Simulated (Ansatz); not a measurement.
# C₂H₆Cl₂Sn: up Jacob's ladder to CCSD(T)

One table from this session's results is given with a row withheld; the runs are named, their logs left out.

Method: functionals in def2-TZVPP, the program's frozen cores in correlated methods; program: Ansatz 0.2.0, Gaussian basis.

The runs, in order: LDA (SPW92), PBE-D4, revPBE-D4, BLYP-D4, r2SCAN-D4, B97M-V, PBE0-D4, B3LYP-D4, r2SCANh-D4, r2SCAN0-D4, HSE06-D4, BHLYP-D4, CAM-B3LYP-D4, LC-ωPBE, ωB97X-V, ωB97M-V, B2PLYP, PBE-QIDH; CCSD(T)/def2-SVP; CCSD(T)/def2-TZVPP; MP2/def2-QZVPP; extrapolation to the limit; RPA on PBE.

**The relaxed structure**

An earlier PBE0-D4 in a triple-zeta def2 set relaxation fixed the geometry. Sn takes the def2 core potential; no spin-orbit term is included.

SMILES `[CH3][Sn]([CH3])([Cl])[Cl]`, 11 atoms, charge 0, spin multiplicity 1.

Atoms are counted from 1 here; the program's logs count them from 0.

Bond lengths: C1–Sn2 2.120 Å, C1–H6 1.090 Å, C1–H7 1.089 Å, C1–H8 1.090 Å, Sn2–C3 2.120 Å, Sn2–Cl4 2.334 Å, Sn2–Cl5 2.334 Å, C3–H9 1.089 Å, C3–H10 1.090 Å, C3–H11 1.090 Å. Angles: Sn2–C1–H6 109.6°, Sn2–C1–H7 108.3°, Sn2–C1–H8 109.6°, H6–C1–H7 109.7°, H6–C1–H8 110.0°, H7–C1–H8 109.7°, C1–Sn2–C3 121.7°, C1–Sn2–Cl4 107.1°, C1–Sn2–Cl5 107.1°, C3–Sn2–Cl4 107.1°, C3–Sn2–Cl5 107.1°, Cl4–Sn2–Cl5 105.8°, Sn2–C3–H9 108.3°, Sn2–C3–H10 109.6°, Sn2–C3–H11 109.6°, H9–C3–H10 109.7°, H9–C3–H11 109.7°, H10–C3–H11 110.0°.

Geometry (Å):

```mol
C2H6Cl2Sn
  3D, bonds by distance, orders not assigned

 11 10  0  0  0  0  0  0  0  0999 V2000
   -1.8502    0.3216    0.2763 C   0  0
    0.1552    0.3866   -0.4097 Sn  0  0
    1.6357   -0.9265    0.3522 C   0  0
    0.0984    0.0870   -2.7240 Cl  0  0
    0.9269    2.5629   -0.0676 Cl  0  0
   -1.8767    0.5240    1.3467 H   0  0
   -2.4178    1.0837   -0.2557 H   0  0
   -2.2741   -0.6615    0.0724 H   0  0
    2.5785   -0.7032   -0.1450 H   0  0
    1.7414   -0.7738    1.4261 H   0  0
    1.3483   -1.9578    0.1490 H   0  0
  1  2  8  0
  2  3  8  0
  2  4  8  0
  2  5  8  0
  1  6  8  0
  1  7  8  0
  1  8  8  0
  3  9  8  0
  3 10  8  0
  3 11  8  0
M  END
```

The first run:

Contents of in.yaml:

```yaml
crystal:
  periodic: [false, false, false]
  atoms:
    - {symbol: C, position_ang: [-1.850237, 0.321554, 0.276278]}
    - {symbol: Sn, position_ang: [0.155165, 0.386556, -0.409732]}
    - {symbol: C, position_ang: [1.635659, -0.926459, 0.352229]}
    - {symbol: Cl, position_ang: [0.098374, 0.087000, -2.724038]}
    - {symbol: Cl, position_ang: [0.926860, 2.562885, -0.067622]}
    - {symbol: H, position_ang: [-1.876683, 0.524007, 1.346747]}
    - {symbol: H, position_ang: [-2.417827, 1.083661, -0.255683]}
    - {symbol: H, position_ang: [-2.274118, -0.661480, 0.072425]}
    - {symbol: H, position_ang: [2.578453, -0.703182, -0.144998]}
    - {symbol: H, position_ang: [1.741427, -0.773805, 1.426056]}
    - {symbol: H, position_ang: [1.348327, -1.957837, 0.149038]}
basis:
  gaussian: {orbitals: def2-TZVPP}
hamiltonian: {xc: lda}
output: {orbitals: {seedname: orbitals}}
```

Run with:

```
$ ansatz run in.yaml --threads 2 --pin off --events-out ev --progress --plain --max-ram 32768MiB --backend cuda --devices 0, --max-vram 18GiB
```

Among the steps run: LDA; PBE-D4 (GGA); revPBE-D4 (GGA); BLYP-D4 (GGA); r2SCAN-D4 (meta-GGA); B97M-V (meta-GGA); B3LYP-D4 (hybrid); r2SCANh-D4 (hybrid); r2SCAN0-D4 (hybrid); HSE06-D4 (hybrid); BHLYP-D4 (hybrid); CAM-B3LYP-D4 (range-separated); LC-ωPBE (range-separated); ωB97X-V (range-separated); ωB97M-V (range-separated); B2PLYP (double hybrid); PBE-QIDH (double hybrid).

One of the session's tables, all rows but one given; the rest of the session is left out.

It belongs to the step «Frontier levels by functional». 

| functional | HOMO (eV) | gap (eV) |
| --- | --- | --- |
| LDA (SPW92) | -7.19 | 5.15 |
| PBE-D4 | -7.04 | 5.29 |
| revPBE-D4 | -6.99 | 5.34 |
| BLYP-D4 | -6.88 | 5.18 |
| r2SCAN-D4 | -7.35 | 5.87 |
| B97M-V | -7.44 | 6.00 |
| PBE0-D4 | -8.32 | 7.52 |
| B3LYP-D4 | -8.07 | 6.96 |
| r2SCANh-D4 | -7.82 | 6.68 |
| r2SCAN0-D4 | -8.51 | 7.89 |
| HSE06-D4 | ? | ? |
| BHLYP-D4 | -9.44 | 9.62 |
| CAM-B3LYP-D4 | -9.63 | 9.83 |
| LC-ωPBE | -11.00 | 12.49 |
| ωB97X-V | -10.63 | 11.97 |
| ωB97M-V | -10.48 | 11.62 |

Q: Estimate the row for HSE06-D4 from the others.

The run gave: HOMO (eV): -7.92; gap (eV): 6.75. In the column «HOMO (eV)» it lies between B3LYP-D4 (-8.07) and r2SCANh-D4 (-7.82).
